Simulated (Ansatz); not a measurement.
# One shape, several levels: C2H7GaO (SMILES C[O][GaH][CH3])

Wanted: a comparison of 6 runs (HF/STO-3G, HF/3-21G, HF/def2-SVP, wB97M-V/ANO-RCC-MB, B3LYP/6-31G*, MP2/cc-pVDZ) of C2H7GaO. 

The calculation is run with Ansatz 0.2.0.

8 further runs of the same task are left out: 1 for a known fault of the program, 1 that didn't finish, 6 set aside as unsound or not needed.

**1. The molecule**

C2H7GaO: 11 atoms, total charge 0, spin state singlet. SMILES: `C[O][GaH][CH3]`. The shape is that of a PBE0-D4/def2-TZVP optimisation. This is one conformer, not always the lowest.

Bond lengths: C1–O2 1.399 Å, O2–Ga3 1.790 Å, Ga3–C4 1.962 Å, C1–H5 1.097 Å, C1–H6 1.097 Å, C1–H7 1.099 Å, Ga3–H8 1.559 Å, C4–H9 1.093 Å, C4–H10 1.090 Å, C4–H11 1.093 Å. Some angles: C1–O2–Ga3 124.2°, O2–Ga3–C4 117.5°, O2–C1–H5 110.2°, O2–C1–H6 110.2°, O2–C1–H7 113.5°, O2–Ga3–H8 112.0°, C4–Ga3–H8 130.6°, Ga3–C4–H9 110.4°, Ga3–C4–H10 111.4°, Ga3–C4–H11 110.5°.

**2. Energy and forces at HF/STO-3G (run 1)**

molecule.yaml reads:

```yaml
crystal:
  periodic: [false, false, false]
  atoms:
    - {symbol: C, position_ang: [-0.791600, 1.602400, 0.445600]}
    - {symbol: O, position_ang: [-0.543500, 0.539300, 1.321100]}
    - {symbol: Ga, position_ang: [0.230400, -1.001400, 0.840100]}
    - {symbol: C, position_ang: [0.760100, -1.200000, -1.038200]}
    - {symbol: H, position_ang: [-0.273700, 2.505300, 0.790600]}
    - {symbol: H, position_ang: [-1.864800, 1.825700, 0.416600]}
    - {symbol: H, position_ang: [-0.465300, 1.405800, -0.585500]}
    - {symbol: H, position_ang: [0.366600, -1.985700, 2.041400]}
    - {symbol: H, position_ang: [-0.112800, -1.118100, -1.690500]}
    - {symbol: H, position_ang: [1.236500, -2.164400, -1.217400]}
    - {symbol: H, position_ang: [1.458000, -0.409100, -1.323800]}
basis:
  gaussian: {orbitals: STO-3G}
hamiltonian: {xc: hf}
accuracy: high
output: {forces: true, orbitals: {seedname: orbitals}}
```

On the command line:

```bash
$ ansatz run molecule.yaml --threads 1 --pin off --max-ram 2610MiB --events-out events.jsonl --progress --plain --runs-dir runs
```

The program printed (excerpt; [...] marks lines left out):

```text
Warning: RAYON_NUM_THREADS=1 ignored (pool sized by the plan → 1); use --threads N
Functional definition: HF
  name "HF"
[...]
729 factors; integrals over basis functions are off by at most 3.1e-9 eV
[...]
mean field -55881.90703637 eV, -2053.6222054695 hartree, gradient 1.6e-8 eV, S^2 0.000000; 0 other end points of the search recorded, 0 dependent functions left out
[...]
reference -55881.90703637 eV, -2053.6222054695 hartree; 29, 29 occupied and 11, 11 virtual orbitals, 729 factors
Total energy: -55881.90703637 eV, -2053.6222054695 hartree
Atom 0 at    -0.791600     1.602400     0.445600 Å, force     0.053055     0.329572    -0.824909 eV/Å
Atom 1 at    -0.543500     0.539300     1.321100 Å, force     2.011497    -4.543574    -0.275342 eV/Å
Atom 2 at     0.230400    -1.001400     0.840100 Å, force    -0.867257     1.324190     1.255119 eV/Å
Atom 3 at     0.760100    -1.200000    -1.038200 Å, force    -0.656371     0.425027     1.998196 eV/Å
Atom 4 at    -0.273700     2.505300     0.790600 Å, force    -0.041610     0.080808    -0.052439 eV/Å
Atom 5 at    -1.864800     1.825700     0.416600 Å, force    -0.010183     0.094360    -0.045131 eV/Å
Atom 6 at    -0.465300     1.405800    -0.585500 Å, force    -0.127425     0.244785     0.097493 eV/Å
Atom 7 at     0.366600    -1.985700     2.041400 Å, force    -0.371973     2.101165    -2.221258 eV/Å
Atom 8 at    -0.112800    -1.118100    -1.690500 Å, force     0.434923    -0.088365     0.157466 eV/Å
Atom 9 at     1.236500    -2.164400    -1.217400 Å, force    -0.173890     0.435296    -0.084652 eV/Å
Atom 10 at     1.458000    -0.409100    -1.323800 Å, force    -0.250766    -0.403264    -0.004542 eV/Å
Dipole moment:     0.059244    -0.022568    -0.210589 e Å
```

Run time: 3.6 s. Hardware: 1 thread of AMD EPYC 7R43 (Zen 3), shared host.

**3. Energy and forces at HF/3-21G (run 2)**

input.yaml reads:

```yaml
crystal:
  periodic: [false, false, false]
  atoms:
    - {symbol: C, position_ang: [-0.791600, 1.602400, 0.445600]}
    - {symbol: O, position_ang: [-0.543500, 0.539300, 1.321100]}
    - {symbol: Ga, position_ang: [0.230400, -1.001400, 0.840100]}
    - {symbol: C, position_ang: [0.760100, -1.200000, -1.038200]}
    - {symbol: H, position_ang: [-0.273700, 2.505300, 0.790600]}
    - {symbol: H, position_ang: [-1.864800, 1.825700, 0.416600]}
    - {symbol: H, position_ang: [-0.465300, 1.405800, -0.585500]}
    - {symbol: H, position_ang: [0.366600, -1.985700, 2.041400]}
    - {symbol: H, position_ang: [-0.112800, -1.118100, -1.690500]}
    - {symbol: H, position_ang: [1.236500, -2.164400, -1.217400]}
    - {symbol: H, position_ang: [1.458000, -0.409100, -1.323800]}
basis:
  gaussian:
    orbitals: 3-21G-spherical.json
hamiltonian:
  xc: hf
output: {forces: true, orbitals: {seedname: orbitals}}
accuracy: high
```

The basis set 3-21G is read from a file made from the Basis Set Exchange's data (not shown).

On the command line:

```bash
$ ansatz run input.yaml --threads 1 --pin off --max-ram 2610MiB --events-out events.jsonl --progress --plain --runs-dir runs
```

The program printed (excerpt; [...] marks lines left out):

```text
Warning: RAYON_NUM_THREADS=1 ignored (pool sized by the plan → 1); use --threads N
[... 2 set-up lines as earlier in the session ...]
[...]
1352 factors; integrals over basis functions are off by at most 1.5e-8 eV
[...]
mean field -56264.79656159 eV, -2067.6931359896 hartree, gradient 3.3e-8 eV, S^2 0.000000; 0 other end points of the search recorded, 0 dependent functions left out
[...]
reference -56264.79656159 eV, -2067.6931359896 hartree; 29, 29 occupied and 34, 34 virtual orbitals, 1352 factors
Total energy: -56264.79656159 eV, -2067.6931359896 hartree
Atom 0 at    -0.791600     1.602400     0.445600 Å, force    -0.452580     1.314996    -0.470351 eV/Å
Atom 1 at    -0.543500     0.539300     1.321100 Å, force     0.944892    -2.057994    -0.268296 eV/Å
Atom 2 at     0.230400    -1.001400     0.840100 Å, force    -0.677114     1.185231     0.724849 eV/Å
Atom 3 at     0.760100    -1.200000    -1.038200 Å, force     0.017090     0.000784    -0.080506 eV/Å
Atom 4 at    -0.273700     2.505300     0.790600 Å, force    -0.216338    -0.254920    -0.198224 eV/Å
Atom 5 at    -1.864800     1.825700     0.416600 Å, force     0.384940     0.001917    -0.057225 eV/Å
Atom 6 at    -0.465300     1.405800    -0.585500 Å, force    -0.123345     0.118497     0.307150 eV/Å
Atom 7 at     0.366600    -1.985700     2.041400 Å, force     0.094406    -0.253824     0.061258 eV/Å
Atom 8 at    -0.112800    -1.118100    -1.690500 Å, force     0.249921    -0.054216     0.042030 eV/Å
Atom 9 at     1.236500    -2.164400    -1.217400 Å, force    -0.097337     0.228611    -0.017724 eV/Å
Atom 10 at     1.458000    -0.409100    -1.323800 Å, force    -0.124534    -0.229082    -0.042962 eV/Å
Dipole moment:     0.134901    -0.074097    -0.436522 e Å
```

Wall time 2.7 s (1 thread of AMD EPYC 7R43 (Zen 3), shared host).

Runs 3 to 4 aren't shown in full; the table further down has their settings and results.

**4. Energy and gradient at B3LYP/6-31G(d) (spherical functions) (run 5)**

in.yaml reads:

```yaml
crystal:
  periodic: [false, false, false]
  atoms:
    - {symbol: C, position_ang: [-0.791600, 1.602400, 0.445600]}
    - {symbol: O, position_ang: [-0.543500, 0.539300, 1.321100]}
    - {symbol: Ga, position_ang: [0.230400, -1.001400, 0.840100]}
    - {symbol: C, position_ang: [0.760100, -1.200000, -1.038200]}
    - {symbol: H, position_ang: [-0.273700, 2.505300, 0.790600]}
    - {symbol: H, position_ang: [-1.864800, 1.825700, 0.416600]}
    - {symbol: H, position_ang: [-0.465300, 1.405800, -0.585500]}
    - {symbol: H, position_ang: [0.366600, -1.985700, 2.041400]}
    - {symbol: H, position_ang: [-0.112800, -1.118100, -1.690500]}
    - {symbol: H, position_ang: [1.236500, -2.164400, -1.217400]}
    - {symbol: H, position_ang: [1.458000, -0.409100, -1.323800]}
basis:
  gaussian:
    orbitals: 6-31G_st_-spherical.json
magnetization:
  spin_polarized: false
hamiltonian:
  xc: {name: B3LYP}
accuracy: high
output:
  forces: true
  orbitals: {seedname: orbitals}
```

The basis set 6-31G* is read from a file made from the Basis Set Exchange's data (not shown).

On the command line:

```bash
$ ansatz run in.yaml --threads 1 --pin off --max-ram 2610MiB --events-out events.jsonl --progress --plain --runs-dir runs
```

The program printed:

```text
Warning: RAYON_NUM_THREADS=1 ignored (pool sized by the plan → 1); use --threads N
[... 16 lines left out ...]
Total energy: -56607.25870835 eV, -2080.2783877540 hartree
[... 11 lines left out ...]
Dipole moment:     0.113914    -0.052159    -0.387591 e Å
```

It took 22 s on 1 thread of AMD EPYC 7R43 (Zen 3), shared host; peak memory 0.35 GiB.

**5. Energy and forces at MP2/cc-pVDZ (run 6)**

in.yaml, as its differences from that of step 4:

```diff
@@ -15,11 +15,5 @@
 basis:
-  gaussian:
-    orbitals: 6-31G_st_-spherical.json
-magnetization:
-  spin_polarized: false
-hamiltonian:
-  xc: {name: B3LYP}
+  gaussian: {orbitals: cc-pVDZ}
 accuracy: high
-output:
-  forces: true
-  orbitals: {seedname: orbitals}
+output: {forces: true, orbitals: {seedname: orbitals}}
+correlation: {method: mp2, frozen_orbitals: {C: 1, Ga: 9, H: 0, O: 1}}
```

On the command line:

```bash
$ ansatz run in.yaml --threads 1 --pin off --max-ram 2610MiB --events-out events.jsonl --progress --plain --runs-dir runs
```

The program printed:

```text
Warning: RAYON_NUM_THREADS=1 ignored (pool sized by the plan → 1); use --threads N
[... 10 lines left out ...]
12 core orbitals not correlated: weight in the atoms' cores, before any rotation towards them, 1.000 or more for the frozen orbitals, at most 0.000 for the correlated occupied ones
[... 4 lines left out ...]
Total energy: -56558.05655182 eV, -2078.4702418516 hartree
[... 11 lines left out ...]
Dipole moment:     0.107159    -0.051825    -0.359406 e Å
```

Run time: 23 s. Hardware: 1 thread of AMD EPYC 7R43 (Zen 3), shared host; peak memory 0.49 GiB.

**6. All runs side by side**

```
run                                                                  level      task  accuracy   energy (Eh)  dipole moment (D)  HOMO energy (eV)  LUMO energy (eV)  wall time
  1                                                              HF/STO-3G  gradient      high  -2053.622205               1.06             -7.10              5.62      3.6 s
  2                                                               HF/3-21G  gradient      high  -2067.693136               2.22            -10.75              2.09      2.7 s
  3                                                            HF/def2-SVP  gradient      high  -2077.566160               2.12            -11.06              2.10       10 s
  4  wB97M-V/ANO-RCC-MB (sfX2C, density fitting with def2-universal-jkfit)    energy    medium  -2099.224370                  –            -10.29              0.67       15 s
  5                                     B3LYP/6-31G* (spherical functions)  gradient      high  -2080.278388               1.96             -7.21             -0.92       22 s
  6                                                            MP2/cc-pVDZ  gradient      high  -2078.470242               1.82            -10.98              2.05       23 s
```

**7. Summary of results**

| quantity | value |
| --- | --- |
| run 6: total energy | -2078.47024 Eh |
| run 6: dipole moment (correlated density) | 1.82 D |
| run 6: HOMO energy (Hartree–Fock orbitals) | -10.98 eV |
| run 6: LUMO energy (Hartree–Fock orbitals) | 2.05 eV |
| run 6: HOMO–LUMO gap (Hartree–Fock orbitals) | 13.03 eV |
| run 6: correlation energy (12 core orbitals frozen) | -567.0 mEh |
| run 6: largest force on an atom | 0.555 eV/Å |

**Reading.** Over runs 1, 2, 3, 5, 6 the dipole moment (its size) runs from 1.06 D (HF/STO-3G) to 2.22 D (HF/3-21G). Over runs 1, 2, 3, 4, 5 the HOMO–LUMO gap runs from 6.29 eV (B3LYP/6-31G*) to 13.17 eV (HF/def2-SVP). The two ends differ in method and basis. Totals of different functionals can't be ranked against each other. Some runs of one species differ in core potentials or relativity; totals across that change don't compare. In runs 1, 4 the basis is minimal, so the values are rough. All runs together took 77 s, the longest 23 s.
